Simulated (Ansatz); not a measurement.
Consider a scan of the energy under strain of TaN, space group Fm-3m (the Python package of Ansatz (0.2.0)).

The script, `run_strain.py`:
```python
# -*- coding: utf-8 -*-
"""Energy of TaN under biaxial strain, ions carried with the cell."""

import argparse

import ansatz as az
import numpy as np

parser = argparse.ArgumentParser(description="Energy of TaN under biaxial strain, ions carried with the cell.")
parser.add_argument("--functional", default="r2scan", help="exchange-correlation functional")
parser.add_argument("--sigma", type=float, default=0.05, help="smearing width (eV)")
parser.add_argument("--cutoff", type=float, default=520.0, help="plane-wave cutoff (eV)")
parser.add_argument("--kmesh", type=int, nargs=3, default=[14, 14, 14], help="k-point sampling")
args = parser.parse_args()

VECTORS = np.array([
    [0.0, 2.179, 2.179],
    [2.179, 0.0, 2.179],
    [2.179, 2.179, 0.0],
])
SITES = [
    ("Ta", (0.5, 0.5, 0.5)),
    ("N", (0.0, 0.0, 0.0)),
]


def crystal_on(cell):
    crystal = az.Crystal(lattice=az.Lattice.of(cell))
    for symbol, position in SITES:
        crystal = crystal.atom(symbol, position)
    return crystal


def main():
    # clamped ions: the fractional positions stay as typed
    values = np.linspace(-0.05, 0.05, 5)
    energies = []
    for d in values:
        strain = np.diag([d, d, 0])
        cell = VECTORS @ (np.eye(3) + strain)
        calc = (
            crystal_on(cell).calculation()
            .functional(args.functional)
            .occupations(az.OccupationsMethod.FERMI_DIRAC, width=args.sigma)
            .basis(args.cutoff)
            .kpoints(*args.kmesh)
        )
        report = calc.run(threads=1, backend="cpu").report
        energies.append(report["free_energy_ev"] / len(SITES))
        print(f"d = {d:+.4f}  F = {energies[-1]:.5f} eV/atom")
    energies = np.array(energies)

    for value, e in zip(values, energies):
        print(f"strain {value:7.3f}   E - Emin = {1000 * (e - energies.min()):9.3f} meV/atom")
    np.savetxt("strain.csv", np.column_stack([values, energies]), fmt="%.6f", delimiter=",", header="strain,energy_eV_per_atom")
    curvature = 2 * np.polyfit(values, energies, 3)[1]
    volume = abs(np.linalg.det(VECTORS)) / len(SITES)
    print(f"d2E/dd2 over the volume: {curvature / volume * 160.21766:.1f} GPa")


if __name__ == "__main__":
    main()
```

How much energy does this biaxial strain cost, and what curvature follows?

Against the unstrained cell the energy per atom changes by +258.16 meV at one end of the scan and +71.56 meV at the other, and its second derivative over the volume is 2046.8 GPa.

The output:

Running `python run_strain.py` prints:
```text
d = -0.0500  F = -5165.26207 eV/atom
d = -0.0250  F = -5165.44419 eV/atom
d = +0.0000  F = -5165.52022 eV/atom
d = +0.0250  F = -5165.51509 eV/atom
d = +0.0500  F = -5165.44867 eV/atom
strain  -0.050   E - Emin =   258.156 meV/atom
strain  -0.025   E - Emin =    76.038 meV/atom
strain   0.000   E - Emin =     0.000 meV/atom
strain   0.025   E - Emin =     5.138 meV/atom
strain   0.050   E - Emin =    71.556 meV/atom
d2E/dd2 over the volume: 2046.8 GPa
```

It writes `strain.csv`:
```csv
# strain,energy_eV_per_atom
-0.050000,-5165.262068
-0.025000,-5165.444185
0.000000,-5165.520224
0.025000,-5165.515086
0.050000,-5165.448668
```

What to keep in mind:
- Total energies depend on the potentials; only differences at equal settings carry meaning.
- Spin is left out of this run.
- The curvature belongs to this strain pattern and to the cell's stress; it equals a single elastic constant only for simple patterns.
- In a metal a curvature from energy changes of a few meV or less hangs on mesh and smearing, in size and even in sign.
- Spin-orbit coupling, which matters for elements this heavy, is left out.
- The starting cell is as deposited in a crystallographic database; the results hold for this polymorph, which needn't be the stable one.
- The ions keep their fractional positions (clamped ions).
- Timing: 35 s on 1 thread of Intel(R) Xeon(R) Processor @ 2.30GHz (shared host), peak memory 0.62 GiB.
